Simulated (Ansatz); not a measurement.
Relaxation of a periodic cell of 15 atoms, TiW$_{14}$ (host W, host structure bcc, dopant Ti, one W atom removed), to a largest force component of 0.03 eV/Å in at most 60 steps.

These are results of DFT PBE, scalar-relativistic, plane waves, PAW in Ansatz 0.2.0, not measurements. Settings: PAW set soft_1, cutoff 420 eV, k mesh 3x3x3, gaussian smearing 0.1 eV, no spin polarisation.

```xyz
15
Lattice="6.3200 0.0000 0.0000 0.0000 6.3200 0.0000 0.0000 0.0000 6.3200" Properties=species:S:1:pos:R:3:forces:R:3
Ti -0.016 0.026 -0.006 0.76 0.24 0.63
W 3.160 -0.046 0.018 -0.06 1.01 0.04
W -0.012 3.126 0.017 1.12 0.36 0.23
W 0.030 -0.026 3.202 0.20 0.58 -0.80
W 3.181 3.156 0.020 -0.81 -0.48 0.18
W 3.187 0.020 3.163 -0.47 0.02 -0.32
W 4.767 1.640 1.598 -0.51 -1.04 -0.29
W 0.004 3.153 3.149 1.10 -0.23 -0.34
W 1.609 4.755 1.593 -0.03 -0.55 0.09
W 1.582 1.587 4.767 0.60 0.20 -0.51
W 3.199 3.103 3.139 -0.86 0.65 0.14
W 4.770 4.766 1.576 -0.14 -0.01 0.29
W 4.777 1.610 4.706 -0.54 -0.95 0.83
W 1.578 4.759 4.734 0.46 -0.52 0.28
W 4.773 4.686 4.752 -0.81 0.75 -0.46
```

Problem. Where does it end, and by what steps?

Solution. The forces met the threshold. The force dipped under the threshold on the way, but the program's further checks kept it going. Limits of this set-up: coarse k mesh, a small cell, in which the defect meets its images, a typed lattice constant that wasn't relaxed here. After 4 steps the energy has fallen by 0.366 eV; Ti1 moved furthest, 0.10 Å.

```csv
step,energy less start (eV),largest force component (eV/Å),accepted
0,0.0000,1.121,yes
1,0.5833,1.745,no
2,-0.3618,0.154,yes
3,-0.3661,0.021,yes
4,-0.3661,0.021,yes
```

```xyz
15
Lattice="6.3200 0.0000 0.0000 0.0000 6.3200 0.0000 0.0000 0.0000 6.3200" Properties=species:S:1:pos:R:3
Ti 0.065 0.048 0.055
W 3.169 0.002 0.010
W 0.021 3.151 0.010
W 0.022 0.002 3.158
W 3.143 3.125 0.034
W 3.143 0.027 3.132
W 4.734 1.590 1.597
W 0.045 3.124 3.132
W 1.608 4.716 1.597
W 1.608 1.590 4.724
W 3.172 3.154 3.161
W 4.761 4.743 1.582
W 4.761 1.574 4.750
W 1.593 4.743 4.750
W 4.745 4.727 4.734
```

Whether the end is a true minimum wasn't checked by a vibrational analysis.

The run took 59 s on 4 threads of Arm Neoverse V1 (shared host), peak memory 1 GiB.
